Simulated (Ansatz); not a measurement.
**F₂H₂OSeZr: how energies converge with the basis set**

An exercise on one series of results from a longer session: the logs are not shown, and one member is left open.

Program: Ansatz 0.2.0, Gaussian basis. Level of theory: one geometry, several basis sets. These are calculated values, not measurements.

Plan: PBE0-D4/def2-SVP; ωB97M-V/def2-SVP; PBE0-D4/def2-QZVPP; ωB97M-V/def2-QZVPP; the functionals' def2-TZVPP values are taken from earlier runs.

**The geometry**

An earlier PBE0-D4 in a triple-zeta def2 set relaxation fixed the geometry. Zr takes the def2 core potential; no spin-orbit term is included.

7 atoms, charge 0, spin multiplicity 1.

Atoms are counted from 1 here; the program's logs count them from 0.

Bond lengths: O1–Zr2 1.895 Å, O1–H6 0.954 Å, Zr2–F3 1.899 Å, Zr2–F4 1.899 Å, Zr2–Se5 2.596 Å, Se5–H7 1.472 Å. Angles: Zr2–O1–H6 168.4°, O1–Zr2–F3 111.4°, O1–Zr2–F4 111.5°, O1–Zr2–Se5 107.6°, F3–Zr2–F4 107.0°, F3–Zr2–Se5 109.7°, F4–Zr2–Se5 109.6°, Zr2–Se5–H7 88.2°.

Set-up of the first run:

The input, in.yaml:

```yaml
crystal:
  periodic: [false, false, false]
  atoms:
    - {symbol: O, position_ang: [-1.134425, 0.383613, 0.912794]}
    - {symbol: Zr, position_ang: [0.161587, -0.654824, 0.001068]}
    - {symbol: F, position_ang: [1.341629, -1.513739, 1.215449]}
    - {symbol: F, position_ang: [-0.649466, -2.016742, -1.044023]}
    - {symbol: Se, position_ang: [1.505834, 0.944583, -1.540552]}
    - {symbol: H, position_ang: [-1.835849, 0.738805, 1.452522]}
    - {symbol: H, position_ang: [0.671889, 2.050303, -1.042958]}
basis:
  gaussian: {orbitals: def2-SVP}
hamiltonian: {xc: pbe0, dispersion: d4}
output: {orbitals: {seedname: orbitals}}
```

Launch:

```
$ ansatz run in.yaml --threads 4 --pin off --events-out ev --progress --plain --max-ram 10444MiB
```

Steps of the session up to this table: PBE0-D4 in def2-SVP; ωB97M-V in def2-SVP; PBE0-D4 in def2-QZVPP; ωB97M-V in def2-QZVPP.

One table of the session follows, with a row left open; its other results are not shown here.

It belongs to the step «Functionals by basis». 

| functional | basis | HOMO (eV) |
| --- | --- | --- |
| PBE0-D4 | def2-SVP | -7.20 |
| PBE0-D4 | def2-TZVPP | -7.31 |
| PBE0-D4 | def2-QZVPP | -7.32 |
| ωB97M-V | def2-SVP | -9.27 |
| ωB97M-V | def2-TZVPP | -9.40 |
| ωB97M-V | def2-QZVPP | ? |

**Question.** Estimate the row for ωB97M-V, def2-QZVPP.

The run gave: HOMO (eV): -9.42. In the column «HOMO (eV)» it is the lowest.
